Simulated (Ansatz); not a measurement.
Write a Python script for Ansatz's Python interface that makes a frozen displacement of one atom of CsLaO₃, space group Pm-3m. Use (first run): LDA, PAW, the default cutoff (420 eV here), 5×5×5 k-points, cold smearing of 0.05 eV.

```
Cs La O
1.0
     4.76535    0.00000    0.00000
     0.00000    4.76535    0.00000
     0.00000    0.00000    4.76535
Cs La O
1 1 3
Cartesian
  0.0000 0.0000 0.0000
  2.3827 2.3827 2.3827
  2.3827 2.3827 0.0000
  2.3827 0.0000 2.3827
  0.0000 2.3827 2.3827
```

Script `cslao3_push.py`:
```python
"""Frozen displacement of one atom in CsLaO3."""

from dataclasses import dataclass

import ansatz as az
import numpy as np


@dataclass(frozen=True)
class Options:
    functional: str = "lda"
    kgrid: tuple[int, ...] = (5, 5, 5)
    occupations: str = "cold"
    smearing_width: float = 0.05
    tolerance: float = 1e-09


settings = Options()


def main() -> None:
    lattice = az.Lattice.of(
        (4.76535, 0.0, 0.0),
        (0.0, 4.76535, 0.0),
        (0.0, 0.0, 4.76535),
    )
    sites = [
        ("Cs", (0.0, 0.0, 0.0)),
        ("La", (0.5, 0.5, 0.5)),
        ("O", (0.5, 0.5, 0.0)),
        ("O", (0.5, 0.0, 0.5)),
        ("O", (0.0, 0.5, 0.5)),
    ]
    structure = az.Crystal(lattice=lattice)
    for symbol, position in sites:
        structure = structure.atom(symbol, position)

    inverse = np.linalg.inv(np.array(structure.lattice.vectors))
    home = np.array(structure.sites[2].position)
    values = np.linspace(-0.1, 0.1, 5)
    energies, pulls = [], []
    for shift in values:
        moved = structure.move(2, to=home + shift * inverse[2])
        setup = (
            moved.calculation()
            .functional(settings.functional)
            .kpoints(*settings.kgrid)
            .occupations(settings.occupations, width=settings.smearing_width)
            .scf(tolerance=settings.tolerance)
            .forces()
        )
        rep = setup.run(threads=1, pin="off").report
        energies.append(rep["free_energy_ev"])
        pulls.append(rep["forces_ev_ang"][2][2])

    # the force is minus the slope of the free energy
    print("shift (A)   dE (eV)   force along z (eV/A)")
    for shift, e, f in zip(values, energies, pulls):
        print(f"{shift:8.3f} {e - energies[2]:10.5f} {f:12.4f}")
    print(f"stiffness from energies {2 * np.polyfit(values, energies, 2)[0]:.3f}, from forces {-np.polyfit(values, pulls, 1)[0]:.3f} eV/A^2")


if __name__ == "__main__":
    main()
```

Running `python cslao3_push.py` prints:
```text
DeckWarning: basis.ecutwfc = 420 eV, auto-derived from the records' recommended cutoffs: set by Cs (normal level)
shift (A)   dE (eV)   force along z (eV/A)
  -0.100    0.01785       0.3658
  -0.050    0.00439       0.1764
   0.000    0.00000      -0.0000
   0.050    0.00439      -0.1764
   0.100    0.01785      -0.3658
stiffness from energies 3.580, from forces 3.632 eV/A^2
```
(Warnings from the package without file and line.)

The curvature of the energy gives 3.580 eV/Å² and the slope of the force 3.632 eV/Å², a positive curvature.

Notes:
- For a metal this k-point mesh is coarse: on a finer one energies can move by several to tens of meV an atom and pressures by half a GPa or more, differences at one mesh by less.
- In a metal a curvature from energy changes of a few meV or less hangs on mesh and smearing, in size and even in sign.
- The structure comes from a database of computed cells and needn't be a stable or known phase.
- All periodic images of the atom move with it, so the curvature is one diagonal element of the zone-centre force constants and no normal mode; a positive value doesn't exclude soft modes in which several atoms move.
- Run time: 24 s on 1 thread of Arm Neoverse V1 (shared host), peak memory 0.43 GiB.
